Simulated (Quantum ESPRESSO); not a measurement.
The system is MoS2.

```xyz
3
Lattice="1.5855 0.9154 6.1150 -1.5855 0.9154 6.1150 0.0000 -1.8308 6.1150" Properties=species:S:1:pos:R:3 pbc="T T T"
Mo    0.0000    0.0000    0.0000
S     0.0000    0.0000   13.7587
S     0.0000    0.0000    4.5862
```

Measurements of this composition are mostly on another form, of space group No. 194.

Base run:

```yaml
Program: Quantum ESPRESSO 7.5
Functional: PBEsol
Potentials_or_basis: PseudoDojo 0.4.1 SR PBEsol standard
Cutoff: 1088 eV
Density_cutoff: 4354 eV
k_mesh: 7 × 7 × 7
Occupations: gaussian, width 0.05 eV
Spin: collinear spin, ferromagnetic start
Starting_moments: "[2.0, 0.0, 0.0] μB"
Hubbard_terms: Mo d U = 3 eV
```

Its results: band gap on the k mesh none (metal or under the smearing width); pressure 3.0 GPa; net moment 0.15 μB per cell; site moments Mo +0.09; S +0.01 μB; largest force 0.737 eV/Å.

Task: The run is repeated on the same cell with these changes: hubbard terms from Mo d U = 3 eV to Mo d U = 8 eV. What comes out?

Result: Band gap on the k mesh none (metal or under the smearing width); pressure 25.2 GPa; net moment 2.12 μB per cell; site moments Mo +1.96; S -0.26 μB; largest force 1.923 eV/Å.

Caveats: the cell's inner coordinates are idealised or old, which leaves forces on the atoms.
